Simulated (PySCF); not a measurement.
# H3NdO3 (Nd(OH)3): the cost of one run

Program: PySCF 2.14.0. Level of theory: BP86, Nd lcecp-1-SVP with ECP49, O def2-SVP, H def2-SVP; scalar-relativistic core potentials, no spin–orbit coupling. These are calculated values, not measurements.

4 further runs of the same task are left out: 2 for a known fault of the program, 2 that didn't finish.

## (1) The system as given

7 atoms, charge 0, spin multiplicity 1.

Bond lengths: Nd1–O2 2.220 Å, Nd1–O4 2.220 Å, Nd1–O6 2.220 Å, O2–H3 0.966 Å, O4–H5 0.966 Å, O6–H7 0.966 Å. Angles: O2–Nd1–O4 120.0°, O2–Nd1–O6 120.0°, O4–Nd1–O6 120.0°, Nd1–O2–H3 158.7°, Nd1–O4–H5 158.7°, Nd1–O6–H7 158.7°.

As a file:

```mol
H3NdO3
  3D, bonds by distance, orders not assigned

  7  6  0  0  0  0  0  0  0  0999 V2000
    0.0000    0.0000    0.0000 Nd  0  0
    2.2198    0.0000    0.0000 O   0  0
    3.1198    0.0000    0.3500 H   0  0
   -1.1099    1.9224    0.0000 O   0  0
   -1.5599    2.7018    0.3500 H   0  0
   -1.1099   -1.9224    0.0000 O   0  0
   -1.5599   -2.7018    0.3500 H   0  0
  1  2  8  0
  1  4  8  0
  1  6  8  0
  2  3  8  0
  4  5  8  0
  6  7  8  0
M  END
```

Formal oxidation states: Nd +3. Each metal's 3 4f electrons lie in its core potential, so multiplicities, spins and levels count the valence alone.

## (2) SCF at the start, singlet

The input, run.py (the lines that set the calculation):

```python
mol = gto.M(atom='''
Nd     0.00000     0.00000     0.00000
O      2.21980     0.00000     0.00000
H      3.11980     0.00000     0.35000
O     -1.10990     1.92240     0.00000
H     -1.55990     2.70180     0.35000
O     -1.10990    -1.92240     0.00000
H     -1.55990    -2.70180     0.35000''',
    basis={'Nd': 'lcecp-1-SVP', 'O': 'def2-SVP', 'H': 'def2-SVP'},
    ecp={'Nd': 'lcecp-1-SVP'},
    charge=0, spin=0)
mf = dft.RKS(mol, xc='B88,P86')
mf.grids.atom_grid = (50, 194)  # f atoms: unpruned, at least (60, 302)
mf = mf.density_fit()  # fitting sets: Nd AutoAux, O def2-universal-JKFIT, H def2-universal-JKFIT
mf.conv_tol = 1e-08; mf.max_cycle = 55
mf.kernel(dm0)  # dm0: free metal ions and neutral atoms
```

Run with:

```
$ OMP_NUM_THREADS=2 python run.py
```

Q: Estimate wall time and peak memory on 2 threads of Arm Neoverse V1, shared host.

About 3.1 s, with a peak of 0.54 GiB.
